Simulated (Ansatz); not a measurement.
# Br₂ (SMILES BrBr): single points off equilibrium

A test off equilibrium: a structure displaced at random from a GFN2-xTB minimum is computed at several levels, and each is set against CCSD(T).

Program: Ansatz 0.2.0, Gaussian basis. Level of theory: single points in def2-TZVPP. These are calculated values, not measurements.

Cores are frozen in the correlated methods. Filled d shells of the heavier atoms are correlated.

### Step 1. Starting geometry

SMILES `BrBr`, 2 atoms, charge 0, spin multiplicity 1.

Atoms are counted from 1 here; the program's logs count them from 0.

Bond lengths: Br1–Br2 2.368 Å.

As a file:

```csv
atom,x (Å),y (Å),z (Å)
Br1,1.0600,-0.2523,0.4645
Br2,-1.0363,0.3557,-0.4527
```

### Step 2. CCSD(T)/def2-TZVPP

run/in.yaml

```yaml
crystal:
  periodic: [false, false, false]
  atoms:
    - {symbol: Br, position_ang: [1.060000, -0.252300, 0.464500]}
    - {symbol: Br, position_ang: [-1.036300, 0.355700, -0.452700]}
basis:
  gaussian: {orbitals: def2-TZVPP}
correlation: {method: ccsd_t}
output: {forces: true}
```

The command line of these runs was not kept.

### Step 3. PBE0-D4/def2-TZVPP

Edit run/in.yaml of step 2 so:

```diff
@@ -7,3 +7,3 @@
   gaussian: {orbitals: def2-TZVPP}
-correlation: {method: ccsd_t}
-output: {forces: true}
+hamiltonian: {xc: pbe0, dispersion: d4}
+output: {forces: true, orbitals: {seedname: orbitals}}
```

### Step 4. wB97M-V/def2-TZVPP

Edit run/in.yaml of step 3 so:

```diff
@@ -7,3 +7,3 @@
   gaussian: {orbitals: def2-TZVPP}
-hamiltonian: {xc: pbe0, dispersion: d4}
-output: {forces: true, orbitals: {seedname: orbitals}}
+hamiltonian: {xc: {name: wB97M-V}}
+output: {forces: true}
```

### Step 5. r2SCAN-D4/def2-TZVPP

Edit run/in.yaml of step 4 so:

```diff
@@ -7,3 +7,3 @@
   gaussian: {orbitals: def2-TZVPP}
-hamiltonian: {xc: {name: wB97M-V}}
+hamiltonian: {xc: r2scan, dispersion: d4}
 output: {forces: true}
```

### Step 6. PBE-D4/def2-TZVPP

Edit run/in.yaml of step 5 so:

```diff
@@ -7,3 +7,3 @@
   gaussian: {orbitals: def2-TZVPP}
-hamiltonian: {xc: r2scan, dispersion: d4}
+hamiltonian: {xc: pbe, dispersion: d4}
 output: {forces: true}
```

### Step 7. BLYP-D4/def2-TZVPP

Edit run/in.yaml of step 6 so:

```diff
@@ -7,3 +7,3 @@
   gaussian: {orbitals: def2-TZVPP}
-hamiltonian: {xc: pbe, dispersion: d4}
+hamiltonian: {xc: {name: BLYP}, dispersion: d4}
 output: {forces: true}
```

### Step 8. BHLYP-D4/def2-TZVPP

Edit run/in.yaml of step 7 so:

```diff
@@ -7,3 +7,3 @@
   gaussian: {orbitals: def2-TZVPP}
-hamiltonian: {xc: {name: BLYP}, dispersion: d4}
+hamiltonian: {xc: {name: BHLYP}, dispersion: d4}
 output: {forces: true}
```

(Steps that only read results are left out.)

Before running it: what results should come out? Wanted: energy less free atoms, CCSD(T)/def2-TZVPP; RMS force component; RMS force error; HOMO and LUMO, PBE0-D4; T1 diagnostic.

The runs gave:

```
                                  quantity                                                                                            value
energy less free atoms, CCSD(T)/def2-TZVPP                                                                                    -195.2 kJ/mol
                       RMS force component                                                             0.127 to 0.706 eV/Å over the methods
                           RMS force error  PBE0-D4 0.184, wB97M-V 0.211, r2SCAN-D4 0.045, PBE-D4 0.081, BLYP-D4 0.368, BHLYP-D4 0.164 eV/Å
                    HOMO and LUMO, PBE0-D4                                                                               -8.24 and -4.04 eV
                             T1 diagnostic                                                                                            0.006
```

What this shows: Against CCSD(T) the functionals' energies less atoms differ by -46.4 to +18.6 kJ/mol, PBE-D4 by -46.4 kJ/mol. A larger basis would deepen the CCSD(T) value, while the functionals are nearly converged already, so the order here is not reliable. For forces r2SCAN-D4 does best and BLYP-D4 worst. Frozen-core CCSD(T) forces in triple zeta carry basis errors of their own, and this is one geometry, so small gaps rank nothing.
